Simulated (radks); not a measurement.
# The Coulomb parameter U of the 4f shell of Pm

The task here is to estimate one member of a computed series from the others.

Method: scalar-relativistic Kohn-Sham, PBEsol, spin-unpolarised, spherical densities, point nucleus. Code: radks (a radial shooting solver on a logarithmic mesh, Libxc functionals) version 1.

### The system

| Property | Result |
| --- | --- |
| element | promethium (Z = 61) |
| charge | 0 |
| electrons | 61 |
| configuration | [Xe] 4f4 5d1 6s2 |

Outer shells as boxes (Hund's rule):

Pm
```
[Xe] core
4f [↑ ][↑ ][↑ ][↑ ][  ][  ][  ]
5d [↑ ][  ][  ][  ][  ]
6s [↑↓]
```

The first run:

Input:

```text
Z 61
configuration [Xe] 4f4 5d1 6s2
relativity scalar-relativistic
functional pbe_sol,pbe_sol
spin unpolarised
nucleus point
c 137.035999084
```

The run is started by

```sh
$ python run_ks.py task.json out
```

This one command runs every case of the session in turn.

Among the steps run: Start: [Xe] 4f4 5d1 6s2.

One table of the session follows, with a row left open; its other results are not shown here.

It belongs to the step «Start: [Xe] 4f4 5d1 6s2». Sizes of the orbitals, from the radial functions (bohr):

| level | <r> | outermost maximum (interpolated) | 90 % within | nodes |
| --- | --- | --- | --- | --- |
| 4s | 0.5921 | 0.552 | 0.850 | 3 |
| 4p | 0.6265 | 0.576 | 0.911 | 2 |
| 4d | 0.6850 | 0.601 | 1.03 | 1 |
| 5s | 1.416 | 1.28 | 2.04 | 4 |
| 5p | 1.650 | 1.44 | 2.42 | 3 |
| 4f | 0.9597 | 0.627 | 1.65 | 0 |
| 6s | ? | ? | ? | ? |
| 5d | 2.868 | 2.05 | 4.66 | 2 |

Estimate the missing values for 6s.

The run gave: <r>: 4.135; outermost maximum (interpolated): 3.54; 90 % within: 6.08; nodes: 5. In the column «<r>» it is the highest.
